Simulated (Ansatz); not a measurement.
# TiSi2: the cost of one run

Program: Ansatz 0.2.0. Level of theory: DFT PBEsol, scalar-relativistic, plane waves, PAW. These are calculated values, not measurements.

16 further runs of the same task are left out: 16 set aside as unsound or not needed.

### Step 1. The starting structure

Symmetry: Cmcm, No. 63, orthorhombic system. Conventional cell: a = 3.517 Å, b = 13.348 Å, c = 3.555 Å, α = 90.00°, β = 90.00°, γ = 90.00°. Ti (site symmetry m2m) has 10 Si at 2.56 to 2.79 Å as nearest neighbours. Si (site symmetry m2m) has 2 Si at 2.39 Å and 6 Ti at 2.56 to 2.79 Å as nearest neighbours. Around Si (site symmetry m2m) lie 4 Si at 2.50 Å and 4 Ti at 2.64 to 2.65 Å.

Coordinates:

```
CELL_PARAMETERS angstrom
1.75836 -6.67410 0.00000
1.75836 6.67410 0.00000
0.00000 0.00000 3.55541
ATOMIC_POSITIONS crystal
Ti 0.89751 0.10249 0.75000
Ti 0.10249 0.89751 0.25000
Si 0.55998 0.44002 0.75000
Si 0.44002 0.55998 0.25000
Si 0.24972 0.75028 0.75000
Si 0.75028 0.24972 0.25000
```

It goes back to an entry of the Materials Project, which need not be the stable form.

It is the result of an earlier relaxation at this level (volume 13.91 Å³/atom; gap on the mesh: none (metal)).

### Step 2. Plan of the line

The energy is mapped over volume and the cell's shape.

First coordinate, volume per atom: 7 values from 12.795 to 15.021 Å³. Second coordinate, stretch along b over the lengths across it, relative to the relaxed cell: 7 values from 0.923 to 1.083.

Nothing else is relaxed (fractional coordinates fixed). Energies count from the relaxed crystal. Points are written as (first, second).

### Step 3. Point (12.795 Å³, 1.055)

input.yaml reads:

```yaml
crystal:
  lattice:
    - [1.6799421967, -6.7265288296, 0.0]
    - [1.6799421967, 6.7265288296, 0.0]
    - [0.0, 0.0, 3.3968486606]
  atoms:
    - { symbol: Ti, position: [0.8975108623, 0.1024891377, 0.75] }
    - { symbol: Ti, position: [0.1024891377, 0.8975108623, 0.25] }
    - { symbol: Si, position: [0.5599809709, 0.4400190291, 0.75] }
    - { symbol: Si, position: [0.4400190291, 0.5599809709, 0.25] }
    - { symbol: Si, position: [0.2497198722, 0.7502801278, 0.75] }
    - { symbol: Si, position: [0.7502801278, 0.2497198722, 0.25] }
basis:
  ecutwfc: 520.0
kpoints:
  mp_grid: { grid: [14, 14, 12] }
hamiltonian:
  xc: pbesol
  pseudopotentials: { kind: paw, azcp: { folder: soft_1 } }
scf:
  occupations: { method: gaussian, width: 0.15 }
output:
  forces: true
  stress: true
  eigenvalues: true
```

Launch:

```console
ansatz run input.yaml --threads 4 --pin off --max-ram 8192MiB --backend cpu --events-out ev --progress --plain --runs-dir out
```

What time and memory should one allow on 4 threads of Arm Neoverse N1, shared host?

About 34 s, with a peak of 0.98 GiB.
